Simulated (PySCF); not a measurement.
**OZr: relaxation with MP2 and vibrations with MP2**

The task, for OZr: 2 runs in a chain (relaxation with MP2 and vibrations with MP2).

Program: PySCF 2.14.0. Level of theory: relaxation with MP2, HF, def2-tzvpd, and further levels as typed in the inputs. These are calculated values, not measurements.

### 1 The starting structure

Bond lengths: Zr1–O2 1.710 Å.

As a file:

```xyz
2

Zr    0.0000    0.0000    0.0000
O     0.0000    0.0000    1.7100
```

### 2 Relaxation with MP2: OZr

The input, run.py:

```python
from pyscf import gto, mp, scf
mol = gto.M(atom="mol.xyz", basis="def2-tzvpd", verbose=4)
mol.set(ecp='def2-tzvpd').build()
mf = scf.RHF(mol).run(conv_tol=1e-9)
from pyscf.geomopt.geometric_solver import optimize
m = optimize(mp.MP2(mf, frozen=4), maxsteps=60)
print("optimised structure (A):")
for k in range(m.natm): print(m.atom_symbol(k), *(f"{x:.8f}" for x in m.atom_coords(unit="A")[k]))
```

Command:

```
$ python run.py
```

What it wrote:

```text
[INPUT] num. atoms = 2
[INPUT] num. electrons = 48
[INPUT] charge = 0
[INPUT] spin (= nelec alpha-beta = 2S) = 0
[INPUT] symmetry False subgroup None
[INPUT] Mole.unit = angstrom
[INPUT] Symbol           X                Y                Z      unit          X                Y                Z       unit  Magmom
[INPUT]  1 Zr     0.000000000000   0.000000000000   0.000000000000 AA    0.000000000000   0.000000000000   0.000000000000 Bohr   0.0
[INPUT]  2 O      0.000000000000   0.000000000000   1.710000000000 AA    0.000000000000   0.000000000000   3.231431673006 Bohr   0.0

nuclear repulsion = 99.0273143242105
number of shells = 28
number of NR pGTOs = 115
number of NR cGTOs = 80
basis = def2-tzvpd
ecp = {}

WARN: ECP not specified. The basis set def2-tzvpd include an ECP. Recommended ECP: def2-TZVPD.

******** <class 'pyscf.scf.hf.RHF'> ********
method = RHF
initial guess = minao
damping factor = 0
level_shift factor = 0
DIIS = <class 'pyscf.scf.diis.CDIIS'>
diis_start_cycle = 1
diis_space = 8
diis_damp = 0
SCF conv_tol = 1e-09
SCF conv_tol_grad = None
SCF max_cycles = 50
direct_scf = True
direct_scf_tol = 1e-13
Set gradient conv threshold to 3.16228e-05
Initial guess from minao.
init E= -115.54636421155
  HOMO = -0.38533219437884  LUMO = -0.289811980275882  gap/eV = 2.59924
cycle= 1 E= -121.214821152983  delta_E= -5.67  |g|= 0.948  |ddm|= 4.12
  HOMO = -0.244137401938981  LUMO = -0.0013274092617869  gap/eV = 6.60720
cycle= 2 E= -121.070448565817  delta_E= 0.144  |g|= 1.26  |ddm|= 1.32
  HOMO = -0.230224194478371  LUMO = 0.021007070578132  gap/eV = 6.83635
cycle= 3 E= -121.384495118359  delta_E= -0.314  |g|= 0.115  |ddm|= 0.82
  HOMO = -0.248560013221628  LUMO = 0.0105386279566878  gap/eV = 7.05043
cycle= 4 E= -121.387945270711  delta_E= -0.00345  |g|= 0.0183  |ddm|= 0.165
  HOMO = -0.246590947531427  LUMO = 0.011703963130618  gap/eV = 7.02856
cycle= 5 E= -121.388220283432  delta_E= -0.000275  |g|= 0.00812  |ddm|= 0.068
  HOMO = -0.246920363022905  LUMO = 0.0113522147314661  gap/eV = 7.02795
cycle= 6 E= -121.38828920652  delta_E= -6.89e-05  |g|= 0.00289  |ddm|= 0.0289
  HOMO = -0.247285363853504  LUMO = 0.0110554180760318  gap/eV = 7.02981
cycle= 7 E= -121.388304189512  delta_E= -1.5e-05  |g|= 0.00126  |ddm|= 0.0149
  HOMO = -0.247309162578659  LUMO = 0.0110585355093952  gap/eV = 7.03054
cycle= 8 E= -121.388306855666  delta_E= -2.67e-06  |g|= 0.000374  |ddm|= 0.011
  HOMO = -0.247316337893107  LUMO = 0.0110649255535534  gap/eV = 7.03091
cycle= 9 E= -121.388307032752  delta_E= -1.77e-07  |g|= 8.02e-05  |ddm|= 0.00346
  HOMO = -0.247314961375007  LUMO = 0.0110620546324105  gap/eV = 7.03080
cycle= 10 E= -121.388307040307  delta_E= -7.55e-09  |g|= 3.1e-05  |ddm|= 0.000442
  HOMO = -0.247314275573665  LUMO = 0.0110612915162408  gap/eV = 7.03076
cycle= 11 E= -121.388307041692  delta_E= -1.39e-09  |g|= 6.66e-06  |ddm|= 0.000275
  HOMO = -0.247313994757288  LUMO = 0.0110615272300302  gap/eV = 7.03076
cycle= 12 E= -121.388307041756  delta_E= -6.32e-11  |g|= 9.33e-07  |ddm|= 3.62e-05
  HOMO = -0.247313994958652  LUMO = 0.0110615731295513  gap/eV = 7.03076
Extra cycle  E= -121.388307041757  delta_E= -1.19e-12  |g|= 4.07e-07  |ddm|= 7.38e-06
converged SCF energy = -121.388307041757
Create scanner for <class 'pyscf.grad.mp2.Gradients'>
Set <class 'pyscf.mp.mp2.RMP2'> as a scanner
Create scanner for <class 'pyscf.scf.hf.RHF'>

Geometry optimization cycle 1
Cartesian coordinates (Angstrom)
 Atom        New coordinates             dX        dY        dZ
  Zr   0.000000   0.000000   0.000000    0.000000  0.000000  0.000000
   O   0.000000   0.000000   1.710000    0.000000  0.000000  0.000000

WARN: Mole.unit (angstrom) is changed to Bohr

New geometry
   1 Zr     0.000000000000   0.000000000000   0.000000000000 AA    0.000000000000   0.000000000000   0.000000000000 Bohr
   2 O      0.000000000000   0.000000000000   1.710000000000 AA    0.000000000000   0.000000000000   3.231431673006 Bohr

******** <class 'pyscf.scf.hf.RHF_Scanner'> ********
method = RHF_Scanner
initial guess = minao
damping factor = 0
level_shift factor = 0
DIIS = <class 'pyscf.scf.diis.CDIIS'>
diis_start_cycle = 1
diis_space = 8
diis_damp = 0
SCF conv_tol = 1e-09
SCF conv_tol_grad = None
SCF max_cycles = 50
direct_scf = True
direct_scf_tol = 1e-13
Set gradient conv threshold to 3.16228e-05
init E= -121.388307041757
  HOMO = -0.247313991678173  LUMO = 0.0110616015704515  gap/eV = 7.03076
cycle= 1 E= -121.388307041756  delta_E= 2.27e-13  |g|= 2.07e-07  |ddm|= 2.35e-06
  HOMO = -0.247313993234151  LUMO = 0.0110616110874026  gap/eV = 7.03076
Extra cycle  E= -121.388307041757  delta_E= -2.84e-13  |g|= 1.16e-07  |ddm|= 8.06e-07
converged SCF energy = -121.388307041757

******** <class 'pyscf.mp.mp2.RMP2_Scanner'> ********
nocc = 6, nmo = 76
frozen orbitals 4
E(RMP2_Scanner) = -121.785702406191  E_corr = -0.397395364433964
E(SCS-RMP2_Scanner) = -121.768445425692  E_corr = -0.380138383935196
E_corr(same-spin) = -0.111618523137185
E_corr(oppo-spin) = -0.285776841296779
--------------- RMP2_Scanner gradients ---------------
         x                y                z
0 Zr     0.0000000000     0.0000000000     0.0275551283
1 O    -0.0000000000    -0.0000000000    -0.0275551283
----------------------------------------------
cycle 1: E = -121.785702406  dE = -121.786  norm(grad) = 0.0389688

Geometry optimization cycle 2
Cartesian coordinates (Angstrom)
 Atom        New coordinates             dX        dY        dZ
  Zr  -0.000000  -0.000000  -0.021003   -0.000000 -0.000000 -0.021003
   O   0.000000   0.000000   1.731003    0.000000  0.000000  0.021003
New geometry
   1 Zr    -0.000000000000  -0.000000000000  -0.021002922109 AA   -0.000000000000  -0.000000000000  -0.039689770601 Bohr
   2 O      0.000000000000   0.000000000000   1.731002922109 AA    0.000000000000   0.000000000000   3.271121443607 Bohr

******** <class 'pyscf.scf.hf.RHF_Scanner'> ********
method = RHF_Scanner
initial guess = minao
damping factor = 0
level_shift factor = 0
DIIS = <class 'pyscf.scf.diis.CDIIS'>
diis_start_cycle = 1
diis_space = 8
diis_damp = 0
SCF conv_tol = 1e-09
SCF conv_tol_grad = None
SCF max_cycles = 50
direct_scf = True
direct_scf_tol = 1e-13
Set gradient conv threshold to 3.16228e-05
init E= -121.365958714794
  HOMO = -0.251918150053196  LUMO = 0.00777331987578557  gap/eV = 7.06656
cycle= 1 E= -121.384658655405  delta_E= -0.0187  |g|= 0.0284  |ddm|= 0.0743
  HOMO = -0.252525832942407  LUMO = 0.00803268782036297  gap/eV = 7.09016
cycle= 2 E= -121.384681503091  delta_E= -2.28e-05  |g|= 0.0315  |ddm|= 0.054
  HOMO = -0.251285785987584  LUMO = 0.00902118122071185  gap/eV = 7.08331
cycle= 3 E= -121.384879205656  delta_E= -0.000198  |g|= 0.00407  |ddm|= 0.0186
  HOMO = -0.251332175440954  LUMO = 0.00911613315747789  gap/eV = 7.08716
cycle= 4 E= -121.384884213734  delta_E= -5.01e-06  |g|= 0.00117  |ddm|= 0.00653
  HOMO = -0.251346601074619  LUMO = 0.00920047748762236  gap/eV = 7.08985
cycle= 5 E= -121.384885463605  delta_E= -1.25e-06  |g|= 0.000368  |ddm|= 0.00545
  HOMO = -0.251385787862688  LUMO = 0.00919935242246175  gap/eV = 7.09088
cycle= 6 E= -121.384885595487  delta_E= -1.32e-07  |g|= 0.000143  |ddm|= 0.00176
  HOMO = -0.251376901986024  LUMO = 0.00921216415935358  gap/eV = 7.09099
cycle= 7 E= -121.384885617552  delta_E= -2.21e-08  |g|= 5.63e-05  |ddm|= 0.00054
  HOMO = -0.251377826148701  LUMO = 0.00921019439335984  gap/eV = 7.09096
cycle= 8 E= -121.384885621327  delta_E= -3.77e-09  |g|= 1.56e-05  |ddm|= 0.000178
  HOMO = -0.251376814360988  LUMO = 0.00920955437776737  gap/eV = 7.09092
cycle= 9 E= -121.384885621677  delta_E= -3.51e-10  |g|= 3.55e-06  |ddm|= 8.15e-05
  HOMO = -0.251376996830711  LUMO = 0.00920929133979435  gap/eV = 7.09091
Extra cycle  E= -121.384885621693  delta_E= -1.55e-11  |g|= 2.09e-06  |ddm|= 1.32e-05
converged SCF energy = -121.384885621693

******** <class 'pyscf.mp.mp2.RMP2_Scanner'> ********
nocc = 6, nmo = 76
frozen orbitals 4
E(RMP2_Scanner) = -121.786243898351  E_corr = -0.401358276658492
E(SCS-RMP2_Scanner) = -121.769102274267  E_corr = -0.384216652574557
E_corr(same-spin) = -0.11239993778727
E_corr(oppo-spin) = -0.288958338871223
--------------- RMP2_Scanner gradients ---------------
         x                y                z
0 Zr     0.0000000000    -0.0000000000    -0.0125656351
1 O    -0.0000000000     0.0000000000     0.0125656351
----------------------------------------------
cycle 2: E = -121.786243898  dE = -0.000541492  norm(grad) = 0.0177705

Geometry optimization cycle 3
Cartesian coordinates (Angstrom)
 Atom        New coordinates             dX        dY        dZ
  Zr  -0.000000   0.000000  -0.014425   -0.000000  0.000000  0.006578
   O   0.000000  -0.000000   1.724425    0.000000 -0.000000 -0.006578
New geometry
   1 Zr    -0.000000000000   0.000000000000  -0.014424905341 AA   -0.000000000000   0.000000000000  -0.027259120467 Bohr
   2 O      0.000000000000  -0.000000000000   1.724424905341 AA    0.000000000000  -0.000000000000   3.258690793473 Bohr

******** <class 'pyscf.scf.hf.RHF_Scanner'> ********
method = RHF_Scanner
initial guess = minao
damping factor = 0
level_shift factor = 0
DIIS = <class 'pyscf.scf.diis.CDIIS'>
diis_start_cycle = 1
diis_space = 8
diis_damp = 0
SCF conv_tol = 1e-09
SCF conv_tol_grad = None
SCF max_cycles = 50
direct_scf = True
direct_scf_tol = 1e-13
Set gradient conv threshold to 3.16228e-05
init E= -121.393009296104
  HOMO = -0.249830730114422  LUMO = 0.0103348494432713  gap/eV = 7.07947
cycle= 1 E= -121.386272139232  delta_E= 0.00674  |g|= 0.00884  |ddm|= 0.0229
  HOMO = -0.249783055926812  LUMO = 0.0101381338337372  gap/eV = 7.07282
cycle= 2 E= -121.386274901183  delta_E= -2.76e-06  |g|= 0.00963  |ddm|= 0.0162
  HOMO = -0.250149553694406  LUMO = 0.00985093399127848  gap/eV = 7.07497
cycle= 3 E= -121.386293168533  delta_E= -1.83e-05  |g|= 0.00125  |ddm|= 0.00565
  HOMO = -0.250128435000747  LUMO = 0.00982912002023072  gap/eV = 7.07381
cycle= 4 E= -121.386293627237  delta_E= -4.59e-07  |g|= 0.000355  |ddm|= 0.00197
  HOMO = -0.250125382929347  LUMO = 0.0098034824790595  gap/eV = 7.07302
cycle= 5 E= -121.386293737747  delta_E= -1.11e-07  |g|= 0.000108  |ddm|= 0.00162
  HOMO = -0.250113899655794  LUMO = 0.00980341284248443  gap/eV = 7.07271
cycle= 6 E= -121.386293748462  delta_E= -1.07e-08  |g|= 3.89e-05  |ddm|= 0.000523
  HOMO = -0.250116500573537  LUMO = 0.00979957287109599  gap/eV = 7.07268
cycle= 7 E= -121.386293750043  delta_E= -1.58e-09  |g|= 1.5e-05  |ddm|= 0.000158
  HOMO = -0.250116235672422  LUMO = 0.009800023998168  gap/eV = 7.07268
cycle= 8 E= -121.386293750303  delta_E= -2.6e-10  |g|= 4.44e-06  |ddm|= 4.93e-05
  HOMO = -0.250116506040552  LUMO = 0.0098000575127674  gap/eV = 7.07269
Extra cycle  E= -121.386293750321  delta_E= -1.8e-11  |g|= 2.67e-06  |ddm|= 1.41e-05
converged SCF energy = -121.386293750321

******** <class 'pyscf.mp.mp2.RMP2_Scanner'> ********
nocc = 6, nmo = 76
frozen orbitals 4
E(RMP2_Scanner) = -121.786412619442  E_corr = -0.40011886912053
E(SCS-RMP2_Scanner) = -121.769236752686  E_corr = -0.382943002364418
E_corr(same-spin) = -0.112153431438714
E_corr(oppo-spin) = -0.287965437681817
--------------- RMP2_Scanner gradients ---------------
         x                y                z
0 Zr     0.0000000000     0.0000000000    -0.0008614979
1 O    -0.0000000000    -0.0000000000     0.0008614979
----------------------------------------------
cycle 3: E = -121.786412619  dE = -0.000168721  norm(grad) = 0.00121834

Geometry optimization cycle 4
Cartesian coordinates (Angstrom)
 Atom        New coordinates             dX        dY        dZ
  Zr  -0.000000   0.000000  -0.013941   -0.000000 -0.000000  0.000484
   O   0.000000  -0.000000   1.723941    0.000000  0.000000 -0.000484
New geometry
   1 Zr    -0.000000000000   0.000000000000  -0.013940722049 AA   -0.000000000000   0.000000000000  -0.026344146650 Bohr
   2 O      0.000000000000  -0.000000000000   1.723940722049 AA    0.000000000000  -0.000000000000   3.257775819657 Bohr

******** <class 'pyscf.scf.hf.RHF_Scanner'> ********
method = RHF_Scanner
initial guess = minao
damping factor = 0
level_shift factor = 0
DIIS = <class 'pyscf.scf.diis.CDIIS'>
diis_start_cycle = 1
diis_space = 8
diis_damp = 0
SCF conv_tol = 1e-09
SCF conv_tol_grad = None
SCF max_cycles = 50
direct_scf = True
direct_scf_tol = 1e-13
Set gradient conv threshold to 3.16228e-05
init E= -121.386869796708
  HOMO = -0.250005242711264  LUMO = 0.00988051218538265  gap/eV = 7.07185
cycle= 1 E= -121.386385666723  delta_E= 0.000484  |g|= 0.000652  |ddm|= 0.0017
  HOMO = -0.249998210770531  LUMO = 0.00986876135083906  gap/eV = 7.07134
cycle= 2 E= -121.386385681994  delta_E= -1.53e-08  |g|= 0.000711  |ddm|= 0.00121
  HOMO = -0.250025530346644  LUMO = 0.00984731306609234  gap/eV = 7.07150
cycle= 3 E= -121.386385781704  delta_E= -9.97e-08  |g|= 9.24e-05  |ddm|= 0.000418
  HOMO = -0.250024165649748  LUMO = 0.00984552746014513  gap/eV = 7.07141
cycle= 4 E= -121.386385784257  delta_E= -2.55e-09  |g|= 2.67e-05  |ddm|= 0.000146
  HOMO = -0.250023927018148  LUMO = 0.0098436284853933  gap/eV = 7.07136
cycle= 5 E= -121.386385784889  delta_E= -6.31e-10  |g|= 8.31e-06  |ddm|= 0.000121
  HOMO = -0.250023062795677  LUMO = 0.00984384033988149  gap/eV = 7.07134
Extra cycle  E= -121.386385784937  delta_E= -4.85e-11  |g|= 6.79e-06  |ddm|= 2.79e-05
converged SCF energy = -121.386385784937

******** <class 'pyscf.mp.mp2.RMP2_Scanner'> ********
nocc = 6, nmo = 76
frozen orbitals 4
E(RMP2_Scanner) = -121.786412580409  E_corr = -0.400026795472263
E(SCS-RMP2_Scanner) = -121.76923418975  E_corr = -0.382848404813222
E_corr(same-spin) = -0.112135095869415
E_corr(oppo-spin) = -0.287891699602848
--------------- RMP2_Scanner gradients ---------------
         x                y                z
0 Zr    -0.0000000000     0.0000000000     0.0000307923
1 O     0.0000000000    -0.0000000000    -0.0000307923
----------------------------------------------
cycle 4: E = -121.78641258  dE = 3.90326e-08  norm(grad) = 4.35468e-05
optimised structure (A):
Zr -0.00000000 0.00000000 -0.01394072
O 0.00000000 -0.00000000 1.72394072
```

Run time: 11 s. Hardware: 2 threads of Intel Xeon 6975P-C (Granite Rapids), shared host.

### 3 Vibrations with MP2: vibrations with MP2, HF, def2-tzvpd

It takes the final geometry of step 2.

The input, run.py:

```python
from pyscf import gto, mp, scf
from pyscf.hessian import thermo
import numpy as np
mol = gto.M(atom="mol.xyz", basis="def2-tzvpd", verbose=4)
mol.set(ecp='def2-tzvpd').build()
mf = scf.RHF(mol).run(conv_tol=1e-9)
mol.verbose = mf.verbose = 0
x = mol.atom_coords(); n = x.size; h = np.zeros((n, n))
scan = mp.MP2(mf, frozen=4).nuc_grad_method().as_scanner()
def force(d): return scan(mol.set_geom_(x + d.reshape(-1, 3), unit="Bohr", inplace=False))[1].ravel()
for k in range(n): d = np.zeros(n); d[k] = 0.01; h[k] = (force(d) - force(-d)) / 0.02
h = ((h + h.T) / 2).reshape(mol.natm, 3, mol.natm, 3).transpose(0, 2, 1, 3)
f = thermo.harmonic_analysis(mol, h)
print("harmonic frequencies (1/cm):", *(f"{x.real - x.imag:.2f}" for x in f["freq_wavenumber"]))
```

Command:

```
$ python run.py
```

What it wrote:

```text
[INPUT] num. atoms = 2
[INPUT] num. electrons = 48
[INPUT] charge = 0
[INPUT] spin (= nelec alpha-beta = 2S) = 0
[INPUT] symmetry False subgroup None
[INPUT] Mole.unit = angstrom
[INPUT] Symbol           X                Y                Z      unit          X                Y                Z       unit  Magmom
[INPUT]  1 Zr     0.000000000000   0.000000000000  -0.013940720000 AA    0.000000000000   0.000000000000  -0.026344142779 Bohr   0.0
[INPUT]  2 O      0.000000000000   0.000000000000   1.723940720000 AA    0.000000000000   0.000000000000   3.257775815786 Bohr   0.0

nuclear repulsion = 97.4385844723677
number of shells = 28
number of NR pGTOs = 115
number of NR cGTOs = 80
basis = def2-tzvpd
ecp = {}

WARN: ECP not specified. The basis set def2-tzvpd include an ECP. Recommended ECP: def2-TZVPD.

******** <class 'pyscf.scf.hf.RHF'> ********
method = RHF
initial guess = minao
damping factor = 0
level_shift factor = 0
DIIS = <class 'pyscf.scf.diis.CDIIS'>
diis_start_cycle = 1
diis_space = 8
diis_damp = 0
SCF conv_tol = 1e-09
SCF conv_tol_grad = None
SCF max_cycles = 50
direct_scf = True
direct_scf_tol = 1e-13
Set gradient conv threshold to 3.16228e-05
[... 1 set-up line as earlier in the session ...]
init E= -115.515433786026
  HOMO = -0.384784449272356  LUMO = -0.289151752174104  gap/eV = 2.60230
cycle= 1 E= -121.208597448184  delta_E= -5.69  |g|= 0.953  |ddm|= 4.04
  HOMO = -0.244285603004759  LUMO = -0.00452770282114522  gap/eV = 6.52414
cycle= 2 E= -121.031442556492  delta_E= 0.177  |g|= 1.32  |ddm|= 1.34
  HOMO = -0.232655354461485  LUMO = 0.0199303463896766  gap/eV = 6.87321
cycle= 3 E= -121.382497456841  delta_E= -0.351  |g|= 0.114  |ddm|= 0.861
  HOMO = -0.251405328504468  LUMO = 0.00910334902229746  gap/eV = 7.08880
cycle= 4 E= -121.38600856933  delta_E= -0.00351  |g|= 0.0187  |ddm|= 0.169
  HOMO = -0.249286061408007  LUMO = 0.0104678459180643  gap/eV = 7.06826
cycle= 5 E= -121.386293250066  delta_E= -0.000285  |g|= 0.0083  |ddm|= 0.0685
  HOMO = -0.249606148257488  LUMO = 0.0101545469298683  gap/eV = 7.06845
cycle= 6 E= -121.386365081525  delta_E= -7.18e-05  |g|= 0.00307  |ddm|= 0.0289
  HOMO = -0.249990438336493  LUMO = 0.0098455064900883  gap/eV = 7.07050
cycle= 7 E= -121.38638210242  delta_E= -1.7e-05  |g|= 0.00139  |ddm|= 0.0154
  HOMO = -0.25001966531342  LUMO = 0.0098431702139182  gap/eV = 7.07123
cycle= 8 E= -121.386385517691  delta_E= -3.42e-06  |g|= 0.000441  |ddm|= 0.0118
  HOMO = -0.250026189976115  LUMO = 0.00984786652273102  gap/eV = 7.07153
cycle= 9 E= -121.386385773295  delta_E= -2.56e-07  |g|= 9.1e-05  |ddm|= 0.0039
  HOMO = -0.25002458229849  LUMO = 0.00984383432351985  gap/eV = 7.07138
cycle= 10 E= -121.386385783283  delta_E= -9.99e-09  |g|= 3.64e-05  |ddm|= 0.000536
  HOMO = -0.250023676315891  LUMO = 0.00984288022180909  gap/eV = 7.07133
cycle= 11 E= -121.386385785246  delta_E= -1.96e-09  |g|= 8.52e-06  |ddm|= 0.00032
  HOMO = -0.250023246847618  LUMO = 0.00984328306064024  gap/eV = 7.07133
cycle= 12 E= -121.386385785351  delta_E= -1.06e-10  |g|= 1.22e-06  |ddm|= 4.8e-05
  HOMO = -0.250023261946058  LUMO = 0.00984334356299534  gap/eV = 7.07133
Extra cycle  E= -121.386385785353  delta_E= -1.85e-12  |g|= 6.05e-07  |ddm|= 8.67e-06
converged SCF energy = -121.386385785353
harmonic frequencies (1/cm): 973.69
```

Run time: 33 s. Hardware: 2 threads of Intel Xeon 6975P-C (Granite Rapids), shared host.

Harmonic frequencies from the force constants, with isotope-averaged masses (PySCF's default) and rigid motions projected out (i: imaginary):

```tsv
mode	cm⁻¹
1	974
```

### 4 The runs side by side

```
                     quantity     value
harmonic frequencies (step 3)  974 cm⁻¹
   zero-point energy (step 3)  0.060 eV
```

**Reading.** In step 3 all modes are real: a minimum.
